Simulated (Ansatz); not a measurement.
Run this with the Ansatz DFT code, driven from Python and show what comes out.

`scan_ch3b2f.py`
```python
"""Stretching a bond of CH3B2F, the rest held rigid."""

import ansatz as az
import numpy as np

GEOMETRY = """
F    -1.41800   -1.92370    0.55140
B    -0.63670   -0.75730    0.18290
B    -0.31060    0.67280   -0.77350
C     0.70930    0.11940    0.34780
H    -0.53070    1.45420   -1.61710
H     1.56560   -0.35260   -0.02010
H     0.68220    0.71920    1.28280
"""


def main() -> None:
    geometry = az.Crystal.molecule()
    for line in GEOMETRY.strip().splitlines():
        symbol, *xyz = line.split()
        geometry = geometry.atom(symbol, [float(v) for v in xyz])

    symbols = [site.symbol for site in geometry.cartesian_sites]
    start = np.array([site.position_ang for site in geometry.cartesian_sites])
    axis = (start[0] - start[1]) / np.linalg.norm(start[0] - start[1])
    moving = [0]
    lengths, energies = [1.277, 1.335, 1.393, 1.451, 1.51, 1.568, 1.626, 1.713], []
    for length in lengths:
        xyz = start.copy()
        xyz[moving] += (length - np.linalg.norm(start[0] - start[1])) * axis
        point = az.Crystal.molecule()
        for symbol, xyz in zip(symbols, xyz):
            point = point.atom(symbol, xyz.tolist())
        calculation = point.calculation().basis(gaussian="def2-SVP").functional("pbe")
        data = calculation.run(threads=1, pin="off").report
        energies.append(data["free_energy_ev"])
        print(f"r = {length:6.3f} A  E = {energies[-1]:.5f} eV  <S^2> = {abs(data['mean_field']['state']['spin_squared']):.3f}")

    # quartic fit about the minimum
    fit = np.polynomial.Polynomial.fit(lengths, np.array(energies) - min(energies), 4).convert()
    roots = [r.real for r in fit.deriv().roots() if abs(r.imag) < 1e-9 and fit.deriv(2)(r.real) > 0]
    r_e = min(roots, key=lambda r: abs(r - lengths[int(np.argmin(energies))]))
    print(f"minimum of the fit at {r_e:.4f} A, force constant {fit.deriv(2)(r_e):.2f} eV/A^2")


if __name__ == "__main__":
    main()
```

```console
$ python scan_ch3b2f.py
r =  1.277 A  E = -5143.16940 eV  <S^2> = 0.000
r =  1.335 A  E = -5143.21717 eV  <S^2> = 0.000
r =  1.393 A  E = -5143.13068 eV  <S^2> = 0.000
r =  1.451 A  E = -5142.95142 eV  <S^2> = 0.000
r =  1.510 A  E = -5142.70481 eV  <S^2> = 0.000
r =  1.568 A  E = -5142.42134 eV  <S^2> = 0.000
r =  1.626 A  E = -5142.11313 eV  <S^2> = 0.000
r =  1.713 A  E = -5141.62890 eV  <S^2> = 0.000
minimum of the fit at 1.3238 A, force constant 41.37 eV/A^2
```

Notes:
- Total energies depend on the basis set; only differences at equal settings carry meaning.
- The rest of the molecule is held rigid at a force-field or estimated start geometry, and the basis set is modest; single-reference methods fail as a bond breaks.
- The orbitals are restricted, so S² is zero by construction.
- Toward dissociation an unrestricted state can lie under the restricted one, by tenths of an eV for polar bonds under a functional and by 1 to 2 eV or more for others.
- Timing: 8.6 s on 1 thread of Intel(R) Xeon(R) Platinum 8488C (Sapphire Rapids), with other jobs on the host, peak memory 0.18 GiB.

(Lines on the test bed's own set-up are left out of the output.)
